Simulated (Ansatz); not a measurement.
**GaN2H (triplet): from Hartree-Fock to the top rungs at a displaced geometry (v1), cc-pVDZ**

The task here is to estimate one member of a computed series from the others.

The runs use Ansatz 0.2.0, Gaussian basis; cc-pVDZ, core rule «outside noble gas», up to 16 orbitals frozen.

Plan: UHF; CCSD(T) on ROHF; CCSD(T) on UHF; BCCD(T) on ROHF; CISD; CCSDT(Q) on ROHF; CCSDT(Q) on UHF.

34 further runs of the same task are left out: 4 for a known fault of the program, 11 that didn't finish, 19 set aside as unsound or not needed.

### The system

The geometry is a PBE0/def2-TZVP stationary point (not a proven minimum) with its atoms shifted at random (size 0.040 Å). No spin-orbit coupling is included. The filled d shell of Ga may be among the frozen orbitals whatever the setting's name suggests; the logs give the count.

4 atoms, charge 0, spin multiplicity 3.

Atoms are counted from 1 here; the program's logs count them from 0.

Bond lengths: Ga1–N2 1.941 Å, N2–N3 1.249 Å, N3–H4 0.966 Å. Angles: Ga1–N2–N3 163.2°, N2–N3–H4 124.6°.

The first run:

in.yaml reads:

```yaml
crystal:
  periodic: [false, false, false]
  atoms:
    - {symbol: Ga, position_ang: [0.002349, -0.130253, 2.238262]}
    - {symbol: N, position_ang: [0.001556, 0.009123, 0.302567]}
    - {symbol: N, position_ang: [0.049477, -0.262735, -0.915391]}
    - {symbol: H, position_ang: [-0.053383, 0.383865, -1.625437]}
basis:
  gaussian: {orbitals: cc-pVDZ}
magnetization: {spin_polarized: true, initial_magnetization: 2}
hamiltonian: {xc: hf}
output: {orbitals: {seedname: orbitals}}
```

Run with:

```
ansatz run in.yaml --threads 1 --pin off --events-out ev --progress --plain --max-ram 2393MiB
```

Steps of the session up to this table: UHF; CCSD(T) on ROHF; CCSD(T) on UHF; BCCD(T) on ROHF; CISD; CCSDT(Q) on ROHF; CCSDT(Q) on UHF.

One of the session's tables, all rows but one given; the rest of the session is left out.

It belongs to the step «Misses and costs». 

```
   method  from UCCSDT(Q) (meV)
     ROHF                     ?
      UHF              +10541.5
     RMP2               +1129.3
     UMP2               +1271.2
    RCCSD                +480.6
    UCCSD                +463.9
 RCCSD(T)                 +84.4
 UCCSD(T)                 +85.6
  BCCD(T)                 +83.8
   RCCSDT                 +54.9
   UCCSDT                 +52.1
RCCSDT(Q)                  +7.3
UCCSDT(Q)                     0
```

**Question.** Estimate the row for ROHF.

**Answer.** from UCCSDT(Q) (meV): +10859.1. In the column «from UCCSDT(Q) (meV)» it is the highest.

Not comparable, so not listed: CISD (they don't share determinant, frozen orbitals or solution with the rows shown, or repeat one).

Caveats from the session: Restricted and unrestricted rows rest on different reference determinants; where their highest levels disagree by more than a few hundredths of an eV, they describe different states and don't form one ladder.
